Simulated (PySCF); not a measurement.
# CuF3: ligand-field states, spin distribution

Aim: compute the ligand-field states, spin distribution of CuF3.

Computed with PySCF 2.14.0 and routines of our own; the level stands in each step. Atoms count from 0.

## (1) The system as given

4 atoms, charge 0, states of the metal's open shell are computed; geometry from: model start, shaken.

## (2) Relaxing the molecule at PBE0-D3(BJ)/def2-TZVP

The job: settings as JSON, then the geometry in Å.

```
{"job": {"xc": "PBE0", "basis": "def2-TZVP", "d3": "d3bj", "grid": 1, "maxiter": 45, "kind": "geom"}, "charge": 0, "metal": "Cu", "open_shell": "d8"}
Cu     0.000020     0.004480    -0.004110
F      1.646640    -0.006820    -0.014870
F     -0.829100     1.457710    -0.007380
F     -0.839310    -1.430250     0.005350
```

Command:

```sh
$ OMP_NUM_THREADS=1 python lf_run.py task.json out
```

The driver reads the jobs from task.json and runs them one after another.

Log:

```text
step   0  E = -1939.58302413  max force = 0.040836
step   1  E = -1939.58753494  max force = 0.008713
step   2  E = -1939.58776265  max force = 0.001782
step   3  E = -1939.58777115  max force = 0.000500
step   4  E = -1939.58777245  max force = 0.000224
optimisation converged
```

Wall time 38 s (1 thread of Arm Neoverse V1, shared host); peak memory 0.43 GiB.

Step by step:

```csv
step,energy from step 0 (eV),largest force component (eV/Å)
0,0.0000,2.0999
1,-0.1227,0.4480
2,-0.1289,0.0916
3,-0.1292,0.0257
4,-0.1292,0.0115
```

Distances of close pairs at the start and the end, largest changes first:

```csv
bond,before (Å),after (Å),change (Å)
Cu0–F1,1.647,1.714,+0.067
Cu0–F3,1.662,1.715,+0.052
Cu0–F2,1.673,1.715,+0.042
```

The final coordinates are the input of the step that follows.

```csv
at the end point,value
point group (found at 0.08 Å tolerance),D3h
"rotational constants (GHz, main isotopes)","6.052, 6.015, 3.017"
dipole moment (D),0.01
⟨S²⟩,2.011
```

## (3) Ligand-field states: state-averaged CASSCF

The job: settings as JSON, then the geometry in Å.

```
{"job": {"kind": "lf", "basis": {"metal": "x2c-TZVPall", "ligand": "x2c-SVPall"}, "nevpt": true}, "charge": 0, "metal": "Cu", "open_shell": "d8"}
Cu     0.000000     0.000000     0.000000
F      1.714445     0.000008    -0.000000
F     -0.857230     1.484749     0.000000
F     -0.857215    -1.484757    -0.000000
```

With the program's defaults for keys left out, this is: state-averaged CASSCF of the metal d shell, SC-NEVPT2 on the averaged canonical orbitals, state-interaction spin-orbit coupling.

Log:

```text
basis functions 90, electrons 56, active (8e, 5o)
stage 1: DIIS on the effective Fock matrix, level shift 0.30
cycle   1  E = -1950.3715319848  dE = -1.950e+03  max|g| = 1.387e+00
cycle   2  E = -1950.0432860461  dE =  3.282e-01  max|g| = 1.447e+00
cycle   3  E = -1950.7102607713  dE = -6.670e-01  max|g| = 1.371e+00
cycle   4  E = -1951.0134010838  dE = -3.031e-01  max|g| = 1.715e-01
cycle   5  E = -1951.1583917915  dE = -1.450e-01  max|g| = 1.691e-01
cycle   6  E = -1950.9064839780  dE =  2.519e-01  max|g| = 4.951e-01
cycle   7  E = -1951.0186394608  dE = -1.122e-01  max|g| = 3.034e-01
cycle   8  E = -1950.6736414883  dE =  3.450e-01  max|g| = 7.488e-01
cycle   9  E = -1950.7866866609  dE = -1.130e-01  max|g| = 7.378e-01
cycle  10  E = -1950.9068922580  dE = -1.202e-01  max|g| = 6.084e-01
cycle  11  E = -1950.9800581046  dE = -7.317e-02  max|g| = 5.109e-01
cycle  12  E = -1951.0211230180  dE = -4.106e-02  max|g| = 4.482e-01
cycle  13  E = -1951.0640560774  dE = -4.293e-02  max|g| = 3.794e-01
cycle  14  E = -1951.1399575811  dE = -7.590e-02  max|g| = 2.578e-01
cycle  15  E = -1951.0497094559  dE =  9.025e-02  max|g| = 4.086e-01
stage 2: quasi-Newton rotations from the point of smallest gradient
cycle  17  E = -1951.2584755460  dE = -1.001e-01  max|g| = 1.077e-01
cycle  18  E = -1951.3097485602  dE = -5.127e-02  max|g| = 2.497e-01
cycle  20  E = -1951.3268153637  dE = -1.707e-02  max|g| = 2.318e-01
cycle  21  E = -1951.3482050040  dE = -2.139e-02  max|g| = 4.273e-02
cycle  22  E = -1951.3492314506  dE = -1.026e-03  max|g| = 8.084e-03
cycle  23  E = -1951.3493099783  dE = -7.853e-05  max|g| = 3.774e-03
cycle  24  E = -1951.3493246686  dE = -1.469e-05  max|g| = 1.580e-03
cycle  25  E = -1951.3493259604  dE = -1.292e-06  max|g| = 2.684e-04
cycle  26  E = -1951.3493260448  dE = -8.444e-08  max|g| = 1.043e-04
cycle  27  E = -1951.3493260540  dE = -9.111e-09  max|g| = 2.359e-05
cycle  28  E = -1951.3493260545  dE = -5.946e-10  max|g| = 8.402e-06
converged average energy = -1951.3493260545

 mult deg   label        CASSCF/cm-1   NEVPT2/cm-1
   3   1   3A2'                0.0           0.0
   3   1   3A1''             226.0        5402.4
   3   1   3A2''             602.0        5427.7
   1   2   1E'             12252.1        8493.9
   3   2   3E'              1363.7        9285.9
   1   1   1A1'            10959.1        9648.5
   3   2   3E''             3433.6        9776.9
   1   2   1E''            16139.2       19175.9
   1   2   1E'             19798.7       25149.6
   3   1   3A2'            18582.5       25382.3
   1   1   1A1''           23681.7       26271.9
   1   1   1A2''           24299.4       26693.9
   3   2   3E''            28845.9       37995.4
   1   2   1E'             34228.7       42170.5
   1   2   1E''            37440.7       48076.4
   1   1   1A1'            38565.8       50130.6
   1   1   1A1'            66808.8       65497.3

spin-orbit levels / cm-1
      0.00  x1  3A2' 0.97
    219.23  x2  3A2' 0.99
   4386.44  x2  3A1'' 0.49 3A2'' 0.48 1E' 0.03
   5532.14  x1  3A1'' 0.95 3E' 0.05
   5556.08  x1  3A2'' 0.95 3E' 0.05
   6656.31  x2  3A2'' 0.47 3A1'' 0.46 3E' 0.06
   8822.01  x2  3E'' 0.43 3E' 0.41 1E' 0.11
   8954.30  x2  1E' 0.86 3E'' 0.06 3E' 0.05
   8956.72  x1  3E' 0.95 3A1'' 0.05
   8957.42  x1  3E' 0.95 3A2'' 0.05
   9332.58  x2  3E'' 0.57 3E' 0.43
   9380.28  x1  1A1' 0.60 3E'' 0.39
  10427.87  x1  3E'' 1.00
  10588.79  x2  3E'' 0.50 3E' 0.48
  10935.73  x2  3E' 0.56 3E'' 0.41
  11224.74  x1  3E'' 0.60 1A1' 0.38
  19517.23  x2  1E'' 0.96
  25440.89  x2  1E' 0.99
  25664.98  x1  3A2' 0.99
  25800.97  x2  3A2' 0.98
  26601.48  x1  1A1'' 1.00
  27022.72  x1  1A2'' 1.00
  37891.47  x2  3E'' 0.97
  38317.50  x2  3E'' 1.00
  38614.89  x1  3E'' 0.99
  38695.85  x1  3E'' 1.00
  42572.40  x2  1E' 0.98
  48401.90  x2  1E'' 1.00
  50450.72  x1  1A1' 1.00
  65927.74  x1  1A1' 1.00
```

Wall time 3.5 s (1 thread of Arm Neoverse V1, shared host); peak memory 0.43 GiB.

In short:

```csv
quantity,value
spin-orbit constant ζ,804 cm⁻¹
```

Powder susceptibility:

```csv
T (K),χT (cm³ K/mol),μ(eff)
2,0.016,0.36
5,0.041,0.57
10,0.082,0.81
20,0.164,1.14
30,0.246,1.40
50,0.409,1.81
75,0.602,2.19
100,0.762,2.47
150,0.969,2.78
200,1.074,2.93
250,1.131,3.01
300,1.165,3.05
```

The fields below are evaluated on a grid from the run's orbitals.

The spin density lies nearest to Cu0 86 %.

## (4) Spin distribution: unrestricted DFT, spin states

The job: settings as JSON, then the geometry in Å.

```
{"job": {"kind": "spin", "xc": "BP86"}, "charge": 0, "metal": "Cu", "open_shell": "d8"}
Cu     0.000000     0.000000     0.000000
F      1.714445     0.000008    -0.000000
F     -0.857230     1.484749     0.000000
F     -0.857215    -1.484757    -0.000000
```

Level: unrestricted DFT energies of the spin multiplicities at one geometry, beside CASSCF and NEVPT2 of the metal shell.

Log:

```text
multiplicity 3
final grid: 47856 points
cycle   1  E = -1954.0601662690  dE =  3.740e-01  |g| = 1.448e+00  |ddm| = 1.141e+00
cycle   2  E = -1925.9408311784  dE =  2.812e+01  |g| = 7.523e+00  |ddm| = 6.396e+00
cycle   3  E = -1954.4145636802  dE = -2.847e+01  |g| = 7.837e-01  |ddm| = 6.301e+00
cycle   4  E = -1954.5147973272  dE = -1.002e-01  |g| = 5.641e-01  |ddm| = 7.770e-01
cycle   5  E = -1954.6016677996  dE = -8.687e-02  |g| = 2.185e-01  |ddm| = 4.127e-01
cycle   6  E = -1954.6134240384  dE = -1.176e-02  |g| = 1.432e-01  |ddm| = 2.043e-01
cycle   7  E = -1954.6193224531  dE = -5.898e-03  |g| = 2.602e-02  |ddm| = 7.093e-02
cycle   8  E = -1954.6194579987  dE = -1.355e-04  |g| = 1.030e-02  |ddm| = 1.571e-02
cycle   9  E = -1954.6194987808  dE = -4.078e-05  |g| = 3.487e-03  |ddm| = 1.025e-02
cycle  10  E = -1954.6195032958  dE = -4.515e-06  |g| = 4.208e-04  |ddm| = 2.715e-03
cycle  11  E = -1954.6195033808  dE = -8.498e-08  |g| = 1.281e-04  |ddm| = 5.200e-04
converged SCF energy = -1954.6195033808
multiplicity 1
final grid: 47856 points
cycle   1  E = -1953.4932353995  dE =  8.864e-01  |g| = 1.801e+00  |ddm| = 1.388e+00
cycle   2  E = -1922.4353592623  dE =  3.106e+01  |g| = 7.657e+00  |ddm| = 5.816e+00
cycle   3  E = -1952.3621093660  dE = -2.993e+01  |g| = 2.336e+00  |ddm| = 5.683e+00
cycle   4  E = -1953.5795688744  dE = -1.217e+00  |g| = 1.470e+00  |ddm| = 1.663e+00
cycle   5  E = -1953.9227818933  dE = -3.432e-01  |g| = 1.304e+00  |ddm| = 1.662e+00
cycle   6  E = -1954.4668997228  dE = -5.441e-01  |g| = 7.168e-01  |ddm| = 1.651e+00
cycle   7  E = -1954.4989434430  dE = -3.204e-02  |g| = 4.517e-01  |ddm| = 1.545e+00
cycle   8  E = -1954.5657652059  dE = -6.682e-02  |g| = 3.075e-01  |ddm| = 1.544e+00
cycle   9  E = -1954.5894024131  dE = -2.364e-02  |g| = 7.687e-02  |ddm| = 1.525e+00
cycle  10  E = -1954.5867755604  dE =  2.627e-03  |g| = 1.076e-01  |ddm| = 1.547e+00
cycle  11  E = -1954.5900124821  dE = -3.237e-03  |g| = 5.332e-02  |ddm| = 2.121e-01
cycle  12  E = -1954.5896975272  dE =  3.150e-04  |g| = 6.373e-02  |ddm| = 1.499e+00
cycle  13  E = -1954.5902282917  dE = -5.308e-04  |g| = 5.009e-02  |ddm| = 9.083e-01
cycle  14  E = -1954.5902353675  dE = -7.076e-06  |g| = 4.832e-02  |ddm| = 1.256e+00
cycle  15  E = -1954.5901508448  dE =  8.452e-05  |g| = 4.802e-02  |ddm| = 1.439e+00
cycle  16  E = -1954.5903479010  dE = -1.971e-04  |g| = 4.458e-02  |ddm| = 5.095e-01
cycle  17  E = -1954.5900367179  dE =  3.112e-04  |g| = 5.252e-02  |ddm| = 1.480e+00
cycle  18  E = -1954.5903582366  dE = -3.215e-04  |g| = 4.339e-02  |ddm| = 1.513e+00
cycle  19  E = -1954.5903577257  dE =  5.109e-07  |g| = 4.346e-02  |ddm| = 5.418e-02
cycle  20  E = -1954.5914085080  dE = -1.051e-03  |g| = 4.420e-02  |ddm| = 1.253e+00
cycle  21  E = -1954.6095693991  dE = -1.816e-02  |g| = 4.960e-02  |ddm| = 7.678e-01
cycle  22  E = -1954.6114803453  dE = -1.911e-03  |g| = 4.813e-02  |ddm| = 1.594e-01
cycle  23  E = -1954.6114375117  dE =  4.283e-05  |g| = 5.491e-02  |ddm| = 2.973e-01
cycle  24  E = -1954.6110591330  dE =  3.784e-04  |g| = 4.910e-02  |ddm| = 3.602e-01
cycle  25  E = -1954.6109651113  dE =  9.402e-05  |g| = 4.890e-02  |ddm| = 1.004e-01
cycle  26  E = -1954.6111474228  dE = -1.823e-04  |g| = 4.660e-02  |ddm| = 4.534e-02
cycle  27  E = -1954.6101745036  dE =  9.729e-04  |g| = 5.084e-02  |ddm| = 1.818e-01
cycle  28  E = -1954.6110551743  dE = -8.807e-04  |g| = 4.529e-02  |ddm| = 2.924e-01
cycle  29  E = -1954.6123675189  dE = -1.312e-03  |g| = 3.249e-02  |ddm| = 1.352e-01
cycle  30  E = -1954.6122671420  dE =  1.004e-04  |g| = 3.424e-02  |ddm| = 4.250e-02
cycle  31  E = -1954.6114962823  dE =  7.709e-04  |g| = 5.699e-02  |ddm| = 1.824e-01
cycle  32  E = -1954.6123152437  dE = -8.190e-04  |g| = 4.300e-02  |ddm| = 5.455e-02
cycle  33  E = -1954.6127807010  dE = -4.655e-04  |g| = 3.640e-03  |ddm| = 2.809e-02
cycle  34  E = -1954.6127736666  dE =  7.034e-06  |g| = 5.731e-03  |ddm| = 1.017e-02
cycle  35  E = -1954.6127864462  dE = -1.278e-05  |g| = 2.558e-04  |ddm| = 4.503e-03
cycle  36  E = -1954.6127864998  dE = -5.354e-08  |g| = 7.452e-05  |ddm| = 9.461e-04
converged SCF energy = -1954.6127864998
```

It took 17 s on 1 thread of Arm Neoverse V1, shared host; peak memory 0.43 GiB.

Warnings kept with the result: spin contamination in a lower multiplicity.

## (5) Spin distribution: unrestricted DFT, spin states

The job: settings as JSON, then the geometry in Å.

```
{"job": {"kind": "spin", "xc": "TPSSh"}, "charge": 0, "metal": "Cu", "open_shell": "d8"}
Cu     0.000000     0.000000     0.000000
F      1.714445     0.000008    -0.000000
F     -0.857230     1.484749     0.000000
F     -0.857215    -1.484757    -0.000000
```

Method: unrestricted DFT energies of the spin multiplicities at one geometry, beside CASSCF and NEVPT2 of the metal shell.

Log:

```text
multiplicity 3
final grid: 47856 points
cycle   1  E = -1954.0042772540  dE =  1.527e-01  |g| = 1.101e+00  |ddm| = 9.047e-01
cycle   2  E = -1947.3511901967  dE =  6.653e+00  |g| = 5.552e+00  |ddm| = 2.397e+00
cycle   3  E = -1954.1233759104  dE = -6.772e+00  |g| = 8.191e-01  |ddm| = 1.987e+00
cycle   4  E = -1954.2933313563  dE = -1.700e-01  |g| = 1.759e-01  |ddm| = 4.099e-01
cycle   5  E = -1954.2997132986  dE = -6.382e-03  |g| = 7.562e-02  |ddm| = 9.915e-02
cycle   6  E = -1954.3011441200  dE = -1.431e-03  |g| = 2.112e-02  |ddm| = 4.153e-02
cycle   7  E = -1954.3012343795  dE = -9.026e-05  |g| = 5.011e-03  |ddm| = 6.711e-03
cycle   8  E = -1954.3012382074  dE = -3.828e-06  |g| = 2.377e-03  |ddm| = 3.113e-03
cycle   9  E = -1954.3012404566  dE = -2.249e-06  |g| = 3.479e-04  |ddm| = 1.908e-03
cycle  10  E = -1954.3012405129  dE = -5.634e-08  |g| = 1.815e-04  |ddm| = 3.997e-04
converged SCF energy = -1954.3012405129
multiplicity 1
final grid: 47856 points
cycle   1  E = -1953.7463797780  dE =  3.600e-01  |g| = 1.385e+00  |ddm| = 1.031e+00
cycle   2  E = -1931.3198944145  dE =  2.243e+01  |g| = 8.109e+00  |ddm| = 5.830e+00
cycle   3  E = -1953.8454113895  dE = -2.253e+01  |g| = 1.189e+00  |ddm| = 5.715e+00
cycle   4  E = -1954.1765390781  dE = -3.311e-01  |g| = 5.743e-01  |ddm| = 8.304e-01
cycle   5  E = -1954.2202296681  dE = -4.369e-02  |g| = 3.344e-01  |ddm| = 5.309e-01
cycle   6  E = -1954.2566416119  dE = -3.641e-02  |g| = 2.217e-01  |ddm| = 3.355e-01
cycle   7  E = -1954.2697043097  dE = -1.306e-02  |g| = 6.788e-02  |ddm| = 1.286e-01
cycle   8  E = -1954.2710191330  dE = -1.315e-03  |g| = 3.809e-02  |ddm| = 6.194e-02
cycle   9  E = -1954.2716005844  dE = -5.815e-04  |g| = 1.736e-03  |ddm| = 2.742e-02
cycle  10  E = -1954.2716015669  dE = -9.826e-07  |g| = 4.121e-04  |ddm| = 1.529e-03
converged SCF energy = -1954.2716015669
```

Run time: 9.8 s. Hardware: 1 thread of Arm Neoverse V1, shared host; peak memory 0.43 GiB.

[end of part 1 of 2]
